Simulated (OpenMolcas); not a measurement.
# Pr²⁺ among point charges: CASSCF levels and susceptibility

How does a field of 2 point charges split the states of Pr²⁺, and what χT follows?

Method: state-averaged CASSCF, spin-orbit coupling by RASSI with atomic mean-field integrals. Code: OpenMolcas 26.06.

**1. The system**

- Species: Pr²⁺ (praseodymium, Z = 59, 57 electrons)
- Basis: ANO-RCC-VDZP [7s6p4d2f1g], 68 functions
- Scalar Hamiltonian: DKH2, point nucleus
- Inactive shells: 1s 2s 2p 3s 3p 3d 4s 4p 4d 5s 5p
- Active space: 3 electrons in 7 orbitals (4f)
- Some configurations of this space: 4f3
- Orbitals: optimised for the highest spin of each parity, averaged over all roots

Outer shells as boxes (Hund's rule):

4f3
```
4f [↑ ][↑ ][↑ ][  ][  ][  ][  ]
```

The ion sits among 2 point charges of -1 e arranged as a linear pair (D∞h), 2.94 Å from the ion.

Each step is its own input file, run in one work folder so that later steps find the files of earlier ones. Labels, J, g values, rates, χT and fits are worked out afterwards by a script from the matrices that RASSI stores. The input lists half of the charges; inversion (Group=XYZ) makes the rest.

**2. GATEWAY and SEWARD: basis and integrals**

The input, a.inp:

```
&GATEWAY
Coord
1

Pr 0.0 0.0 0.0
Basis=ANO-RCC-VDZP
Group=XYZ
NoMove
AngMom=0.0 0.0 0.0
AMFI
XField
1 Angstrom 0
0.000000 0.000000 2.940000 -1.000000
&SEWARD
```

On the command line:

```sh
> OMP_NUM_THREADS=1 MOLCAS_MEM=2252 MOLCAS_PROJECT=a pymolcas a.inp > a.log
```

**3. CASSCF: quartets of odd parity, 35 roots**

The input, a.inp:

```
&RASSCF
FileOrb=start.orb
Symmetry=2
Spin=4
nActEl=3 0 0
Inactive=15 12
Ras2=0 7
CIRoot=35 35 1
SDav=35
CIMx=300
Iter=120 100
PrWF=0.3
OrbListing=Nothing
MaxOrb=0
>>> COPY $Project.JobIph JOB001
```

start.orb holds the contracted functions of the basis, ordered by shell, or the orbitals of the step before.

**4. CASSCF: doublets of odd parity, 112 roots**

The input, a.inp:

```
&RASSCF
FileOrb=start.orb
Symmetry=2
Spin=2
nActEl=3 0 0
Inactive=15 12
Ras2=0 7
CIRoot=112 112 1
SDav=112
CIMx=300
Iter=120 100
PrWF=0.3
OrbListing=Nothing
MaxOrb=0
CIOnly
>>> COPY $Project.JobIph JOB002
```

**5. State interaction with spin-orbit coupling**

The input, a.inp:

```
&RASSI
NrOfJobIphs=2 35 96
1 2 3 4 5 6 7 8 9 10 11 12 13 14 15 16 17 18 19 20 21 22 23 24 25 26 27
28 29 30 31 32 33 34 35
1 2 3 4 5 6 7 8 9 10 11 12 13 14 15 16 17 18 19 20 21 22 23 24 25 26 27
28 29 30 31 32 33 34 35 36 37 38 39 40 41 42 43 44 45 46 47 48 49 50 51
52 53 54 55 56 57 58 59 60 61 62 63 64 65 66 67 68 69 70 71 72 73 74 75
76 77 78 79 80 81 82 83 84 85 86 87 88 89 90 91 92 93 94 95 96
IphNames
JOB001
JOB002
EJob
SpinOrbit
DIPRint=1.0
SOCoupling=1000.0
Subsets=2
Property=9
'ANGMOM' 1 'ANGMOM' 2 'ANGMOM' 3 'MLTPL  1' 1 'MLTPL  1' 2 'MLTPL  1' 3
'AMFI' 1 'AMFI' 2 'AMFI' 3
SOProperty=3
'ANGMOM' 1 'ANGMOM' 2 'ANGMOM' 3
```

What does the calculation give? Wanted: spin-free ground state; first state of the same spin within the active space; lowest level; next level.

The runs gave:

```
                                            quantity                           value
                                              method                          CASSCF
                              spin-free ground state  4I, 2-fold in its orbital part
first state of the same spin within the active space                  4H at 242 cm⁻¹
                                        lowest level    2-fold, g = 0.00, 0.00, 6.44
                                          next level                      234.7 cm⁻¹
                                         χT at 300 K                  1.69 cm³ K/mol
                           effective moment at 300 K                         3.67 μB
```

The spin-free ground state (4I) comes to 100 % from free-ion I terms and keeps the highest spin of the shell. The doublets rest on orbitals optimised for another spin in at least one step, which raises them against the optimised states. Not all states of the active space went into the spin-orbit step. High states of lower spin are left out of the spin-orbit mixing, and CASSCF puts spin-flip levels too high. Point charges carry no covalency, so the field is a model and not that of real ligands.
